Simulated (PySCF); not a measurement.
# Br2Ho (Ho(Br)2+): the cost of one run

The runs use PySCF 2.14.0; PBE0, Ho lcecp-1-SVP with ECP56, Br def2-SVP; scalar-relativistic core potentials, no spin–orbit coupling.

1 further run of the same task is left out (for a known fault of the program).

## Step 1: The system as given

3 atoms, charge 1, spin multiplicity 1.

Bond lengths: Ho1–Br2 2.748 Å, Ho1–Br3 2.748 Å. Angles: Br2–Ho1–Br3 131.8°.

Coordinates:

| atom | x (Å) | y (Å) | z (Å) |
| --- | --- | --- | --- |
| Ho1 | 0.00000 | 0.00000 | 0.00000 |
| Br2 | 2.50840 | 0.00000 | 1.12260 |
| Br3 | -2.50840 | 0.00000 | 1.12260 |

Formal oxidation states: Ho +3. Each metal's 10 4f electrons lie in its core potential, so multiplicities, spins and levels count the valence alone.

## Step 2: SCF at the start, singlet

run.py (the lines that set the calculation) reads:

```python
mol = gto.M(atom='''
Ho     0.00000     0.00000     0.00000
Br     2.50840     0.00000     1.12260
Br    -2.50840     0.00000     1.12260''',
    basis={'Ho': 'lcecp-1-SVP', 'Br': 'def2-SVP'},
    ecp={'Ho': 'lcecp-1-SVP'},
    charge=1, spin=0)
mf = dft.RKS(mol, xc='PBE0')
mf.grids.atom_grid = (50, 194)  # f atoms: unpruned, at least (60, 302)
mf = mf.density_fit()  # fitting sets: Ho AutoAux, Br def2-universal-JKFIT
mf.conv_tol = 1e-08; mf.max_cycle = 55
mf.kernel(dm0)  # dm0: free metal ions and neutral atoms
```

Started as:

```
OMP_NUM_THREADS=2 python run.py
```

What time and memory should one allow on 2 threads of Arm Neoverse V1, shared host?

About 2.9 s, with a peak of 0.4 GiB.
